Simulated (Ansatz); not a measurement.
# CH₆AlNSi: a ladder of functionals and wavefunction methods

Aim: compute CH₆AlNSi with functionals from several rungs and with coupled cluster, and see how far each lands from CCSD(T) at the basis-set limit for the atomisation energy.

Method: functionals in def2-TZVPP, the program's frozen cores in correlated methods; program: Ansatz 0.2.0, Gaussian basis.

Plan: LDA (SPW92), PBE-D4, revPBE-D4, BLYP-D4, r2SCAN-D4, B97M-V, PBE0-D4, B3LYP-D4, r2SCANh-D4, r2SCAN0-D4, HSE06-D4, BHLYP-D4, CAM-B3LYP-D4, LC-ωPBE, ωB97X-V, ωB97M-V, B2PLYP, PBE-QIDH; CCSD(T)/def2-SVP; CCSD(T)/def2-TZVPP; MP2/def2-QZVPP; extrapolation to the limit; RPA on PBE.

**1. The geometry**

The geometry comes from an earlier relaxation with PBE0-D4 in a triple-zeta def2 set; it is a stationary point, not always the lowest conformer.

10 atoms, charge 0, spin multiplicity 1.

Atoms are counted from 1 here; the program's logs count them from 0.

Bond lengths: Al1–N2 1.750 Å, Al1–H5 1.579 Å, Al1–H6 1.579 Å, N2–C3 1.249 Å, C3–Si4 1.903 Å, C3–H7 1.107 Å, Si4–H8 1.488 Å, Si4–H9 1.488 Å, Si4–H10 1.483 Å. Angles: N2–Al1–H5 116.9°, N2–Al1–H6 116.9°, H5–Al1–H6 126.1°, Al1–N2–C3 177.0°, N2–C3–Si4 123.0°, N2–C3–H7 119.8°, Si4–C3–H7 117.2°, C3–Si4–H8 109.4°, C3–Si4–H9 109.4°, C3–Si4–H10 108.7°, H8–Si4–H9 108.0°, H8–Si4–H10 110.6°, H9–Si4–H10 110.6°.

**2. LDA**

This LDA is Slater exchange with PW92 correlation.

Input file in.yaml:

```yaml
crystal:
  periodic: [false, false, false]
  atoms:
    - {symbol: Al, position_ang: [-0.801121, 2.183465, -0.771802]}
    - {symbol: N, position_ang: [-0.589944, 0.458631, -0.561592]}
    - {symbol: C, position_ang: [-0.390935, -0.758916, -0.367941]}
    - {symbol: Si, position_ang: [0.911583, -1.414691, 0.854879]}
    - {symbol: H, position_ang: [0.069193, 2.879539, -1.890826]}
    - {symbol: H, position_ang: [-1.855451, 2.894711, 0.164531]}
    - {symbol: H, position_ang: [-0.988007, -1.509202, -0.921944]}
    - {symbol: H, position_ang: [0.242906, -2.252899, 1.887020]}
    - {symbol: H, position_ang: [1.886527, -2.271511, 0.126633]}
    - {symbol: H, position_ang: [1.598249, -0.260426, 1.483942]}
basis:
  gaussian: {orbitals: def2-TZVPP}
hamiltonian: {xc: lda}
output: {orbitals: {seedname: orbitals}}
```

Command:

```sh
$ ansatz run in.yaml --threads 2 --pin off --events-out ev --progress --plain --max-ram 4352MiB
```

Further steps of the session: PBE-D4 (GGA); revPBE-D4 (GGA); BLYP-D4 (GGA); r2SCAN-D4 (meta-GGA); B97M-V (meta-GGA); B3LYP-D4 (hybrid); r2SCANh-D4 (hybrid); r2SCAN0-D4 (hybrid); HSE06-D4 (hybrid); BHLYP-D4 (hybrid); CAM-B3LYP-D4 (range-separated); LC-ωPBE (range-separated); ωB97X-V (range-separated); ωB97M-V (range-separated); B2PLYP (double hybrid); PBE-QIDH (double hybrid); CCSD(T) in def2-SVP; CCSD(T) in def2-TZVPP; MP2 in def2-QZVPP; RPA on PBE orbitals.

Before running them: what should the planned runs give, taken together? Wanted: atomisation energy, CCSD(T)/CBS; farthest beyond LDA; mean size of error, GGA; mean size of error, meta-GGA; mean size of error, hybrid; mean size of error, range-separated; mean size of error, double hybrid; gap, smallest and largest; T1 diagnostic.

As calculated:

| quantity | value |
| --- | --- |
| atomisation energy, CCSD(T)/CBS | 766.7 kcal/mol |
| functionals within 3.8 kcal/mol (0.5 %) | BLYP-D4, r2SCAN-D4, ωB97M-V |
| farthest beyond LDA | BHLYP-D4 (-15.8 kcal/mol) |
| mean size of error, GGA | 6.0 kcal/mol |
| mean size of error, meta-GGA | 4.7 kcal/mol |
| mean size of error, hybrid | 8.5 kcal/mol |
| mean size of error, range-separated | 5.4 kcal/mol |
| mean size of error, double hybrid | 9.8 kcal/mol |
| gap, smallest and largest | 2.74 eV (LDA (SPW92)), 10.10 eV (LC-ωPBE) |
| T1 diagnostic | 0.0152 |
| triples share of the correlation energy | 4.0 % |

**Reading.** LDA overbinds by 95.2 kcal/mol (12 %). PBE-D4 is off by +6.3 kcal/mol. Double hybrids carry the basis error of their MP2 part in triple zeta, and no dispersion term here, so their miss is partly the set-up's. Taken by rung, meta-GGA functionals do best (4.7 kcal/mol on average) and double hybrid ones worst beyond LDA (9.8 kcal/mol). The gap between the best rungs is small, so their order is not settled. The reference freezes the cores and leaves out relativity and excitations past (T), so misses under about 3.8 kcal/mol can't be ranked. Hartree-Fock recovers 72 % of the binding; the rest is correlation. CCSD(T) in def2-SVP is off by -46.7 kcal/mol, which most functionals beat. The gap grows from 2.7 to 10.1 eV across the functionals, mostly with the share of exact exchange.
